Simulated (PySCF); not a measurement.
# C5H6Ge: the cost of one run

Programs: PySCF 2.14.0, with density-fitted response routines of our own. Each step states its level of theory. These are calculated values for one molecule in the gas phase, unless marked as measured. Atoms are numbered from 0 throughout.

### Step 1. Starting geometry

12 atoms, charge 0, multiplicity 1; geometry from: GFN2-xTB. The atoms were then displaced at random by about 0.01 Å, so the start is not that level's minimum.

Bonds of the start (Å): C0–C1 1.23, C1–C2 1.37, C2–C3 1.16, C3–Ge4 1.93, Ge4–C5 1.97, C0–H6 1.04, Ge4–H7 1.50, Ge4–H8 1.50, C5–H9 1.10, C5–H10 1.09, C5–H11 1.08.

### Step 2. Relaxing the molecule at PBE0-D3(BJ)/def2-SVP

What the job is given:

```
{"job": {"xc": "PBE0", "basis": "def2-SVP", "d3": "d3bj", "grid": 1, "shake": 0.01, "kind": "geom"}, "charge": 0, "multiplicity": 1}
C      3.987810     0.401180     1.398390
C      2.880680     0.149510     0.934650
C      1.645590    -0.152260     0.414420
C      0.610180    -0.423360    -0.041340
Ge    -1.139220    -0.828120    -0.750570
C     -2.404380     0.614640    -0.283970
H      4.918560     0.659540     1.791120
H     -0.962300    -0.974260    -2.230290
H     -1.553800    -2.141870    -0.149920
H     -2.486090     0.712520     0.807620
H     -3.397360     0.392680    -0.671920
H     -2.059990     1.561530    -0.683070
```

The run is started by

```
OMP_NUM_THREADS=1 python probes_run.py task.json out
```

This one command runs all jobs of the session in turn.

Q: Estimate the wall time and peak memory of this first job on 1 thread of Arm Neoverse N1, shared host.

About 77 s, with a peak of 0.54 GiB.
